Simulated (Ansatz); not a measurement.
# Cd2S5: the cost of one run

Program: Ansatz 0.2.0. Level of theory: DFT PBE, scalar-relativistic, plane waves, PAW, unless a step names another level. These are calculated values, not measurements.

1 further run of the same task is left out (it didn't finish). Runs told in other sessions of the task aren't counted.

## 1. The structure to begin with

It takes space group P1 (No. 1, triclinic). The conventional cell has a = 4.296 Å, b = 6.613 Å, c = 8.604 Å, α = 85.73°, β = 81.56°, γ = 89.42°. Cd (site symmetry 1) is surrounded by 3 S at 2.48 to 2.51 Å. Cd (site symmetry 1) is surrounded by 3 S at 2.49 to 2.51 Å. S (site symmetry 1) has 3 Cd at 2.48 to 2.51 Å in its first shell of neighbours. S (site symmetry 1) has 2 S at 2.06 to 2.07 Å in its first shell of neighbours. Around S (site symmetry 1) lie 2 S at 2.06 to 2.08 Å. S (site symmetry 1) is surrounded by 2 S at 2.07 to 2.08 Å. S (site symmetry 1) has 3 Cd at 2.49 to 2.51 Å in its first shell of neighbours.

Coordinates:

```xyz
7
Lattice="4.2943 -0.0008 0.1025 0.0655 6.6124 0.1019 1.0604 0.4986 8.5242" Properties=species:S:1:pos:R:3 pbc="T T T"
Cd    1.0917    1.2126    7.2999
Cd    3.3059    4.4705    6.9278
S     1.1676    5.6139    6.2838
S     4.4716    2.6990    2.6502
S     1.5838    2.1514    3.9481
S     3.0067    3.6550    3.7619
S     3.2229    2.2758    8.0917
```

It came out lowest among 23 distinct ends of the trial cells. At a tolerance of 0.02 Å it has space group P1 (No. 1).

## 2. Relaxing to 0.001 eV/Å, on the response runs' mesh and smearing

The input, input.yaml:

```yaml
crystal:
  lattice:
    - [4.2943410179, -0.0008192329, 0.1025050521]
    - [0.0655079791, 6.6123861814, 0.1018996901]
    - [1.0603523018, 0.4986425717, 8.524164956]
  atoms:
    - { symbol: Cd, position: [0.0414119571, 0.1189467839, 0.8544560641] }
    - { symbol: Cd, position: [0.5632347171, 0.6159204776, 0.7985874779] }
    - { symbol: S, position: [0.080343526, 0.7942012098, 0.7267201497] }
    - { symbol: S, position: [0.9626259047, 0.3860679922, 0.2947169234] }
    - { symbol: S, position: [0.2516067964, 0.2909475349, 0.4566586667] }
    - { symbol: S, position: [0.5865115798, 0.5205477841, 0.4280508149] }
    - { symbol: S, position: [0.514265519, 0.2733682174, 0.9398099031] }
basis:
  ecutwfc: 420
kpoints:
  mp_grid: { grid: [6, 4, 4] }
hamiltonian:
  xc: pbe
scf:
  occupations: { method: fixed }
output:
  forces: true
  stress: true
  eigenvalues: true
relax:
  adjacent_minimum: "off"
  f_tol: 0.001
  max_steps: 60
  cell: { stress_tol: 0.01 }
```

Launch:

```console
ansatz run input.yaml --threads 3 --pin off --max-ram 7680MiB --backend cpu --events-out ev --progress --plain --runs-dir out
```

**Question.** How long does this run take on 3 threads of Intel Xeon Platinum 8375C at 2.90GHz (Ice Lake), shared host, and how much memory does it need?

About 3.9 min, with a peak of 0.8 GiB.
